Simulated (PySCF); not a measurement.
# C7H8: the cost of one run

Programs: PySCF 2.14.0, with routines of our own; each step states its level. All values are computed. Atoms count from 0.

## 1. The starting structure

15 atoms, charge 0, multiplicity 1; geometry from: GFN2-xTB.

## 2. Relaxing the molecule at PBE0/def2-SVP

What the job is given:

```
{"job": {"xc": "PBE0", "basis": "def2-SVP", "grid": 1, "kind": "geom"}, "charge": 0, "multiplicity": 1}
C     -2.911644    -0.574106     0.807039
C     -1.662694    -0.170654     0.589462
C     -0.769923    -0.830741    -0.332296
C      0.494299    -0.487052    -0.609077
C      1.258625     0.631129    -0.044224
C      2.762481     0.513910     0.079893
C      2.344105     1.281122    -0.875052
H     -3.326173    -1.428301     0.296575
H     -3.561672    -0.068277     1.499866
H     -1.283303     0.690310     1.121303
H     -1.192662    -1.689711    -0.838784
H      1.046453    -1.081429    -1.328259
H      0.734377     1.245902     0.680979
H      3.542710     0.051844     0.631884
H      2.520606     1.924045    -1.701220
```

The run is started by

```console
OMP_NUM_THREADS=1 python excited_run.py task.json out
```

This one command runs all jobs of the session in turn.

**Question.** How long does this first job take on 1 thread of Arm Neoverse V2, shared host, and how much memory does it need?

About 19 s, with a peak of 0.57 GiB.
